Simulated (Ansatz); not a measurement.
# CHFSe, SMILES FC=[Se]: vertical and adiabatic energies of changing the electron count

Program: the Ansatz DFT code, driven from Python.

Typed at the interpreter:
```pycon
>>> import itertools
>>> import ansatz as az
>>> from ase import Atoms
>>> from ase.data import atomic_numbers, covalent_radii
>>> import numpy as np
>>> atoms = Atoms(["F", "C", "Se", "H"], positions=[
...     [-1.0445, -0.4954, 0.6013],
...     [-0.0807, 0.1085, -0.1148],
...     [1.3946, -0.555, 0.3553],
...     [-0.214, 0.8816, -0.8622],
... ])
>>> mol = az.Crystal.molecule_from_ase(atoms)
>>> base = (
...     mol.calculation()
...     .basis(gaussian="def2-SVP")
...     .functional("pbe0", dispersion="d4")
... )
>>> symbols = [site.symbol for site in mol.cartesian_sites]
>>> start = np.array([site.position_ang for site in mol.cartesian_sites], dtype=float)
>>> rep = base.relax(force_tolerance=0.01).run(threads=1).report
>>> end = np.array(rep["positions_ang"])
>>> minimum = az.Crystal.molecule()
>>> for symbol, place in zip(symbols, end):
...     minimum = minimum.atom(symbol, place.tolist())
...
>>> ion = (
...     minimum.calculation()
...     .basis(gaussian="def2-SVP")
...     .functional("pbe0", dispersion="d4")
...     .charge(1)
...     .spin("collinear", total=1)
... )
>>> vertical = ion.run(threads=1).report
>>> settled = ion.relax(force_tolerance=0.01, max_steps=80).run(threads=1).report
>>> print(f"vertical ionisation energy   {vertical['free_energy_ev'] - rep['free_energy_ev']:.3f} eV")
vertical ionisation energy   9.473 eV
>>> print(f"adiabatic, no zero point     {settled['free_energy_ev'] - rep['free_energy_ev']:.3f} eV")
adiabatic, no zero point     9.372 eV
>>> print(f"relaxation energy of the ion {vertical['free_energy_ev'] - settled['free_energy_ev']:.3f} eV")
relaxation energy of the ion 0.100 eV
>>> ionised = np.array(settled["positions_ang"])
>>> # pairs closer than 1.2 times the sum of covalent radii, before or after
>>> radius = [covalent_radii[atomic_numbers[s]] for s in symbols]
>>> span = lambda where, i, j: np.linalg.norm(where[i] - where[j])
>>> bonded = [(i, j) for i, j in itertools.combinations(range(len(symbols)), 2) if min(span(end, i, j), span(ionised, i, j)) < 1.2 * (radius[i] + radius[j])]
>>> print("pair        before    after (A)")
pair        before    after (A)
>>> for i, j in bonded:
...     print(f"{symbols[i]}{i}-{symbols[j]}{j}".ljust(10), f"{span(end, i, j):8.4f} {span(ionised, i, j):8.4f}")
...
F0-C1        1.3135   1.2641
C1-Se2       1.7382   1.7816
C1-H3        1.1005   1.1065
```

The energies are electronic: no zero-point or thermal terms, and the basis set is short of its limit. The product may relax into another structure. The relaxation finds the nearest minimum, so the adiabatic value is an upper bound. Timing: 45 s on 1 thread of Arm Neoverse V1, with other jobs on the host, peak memory 0.24 GiB.
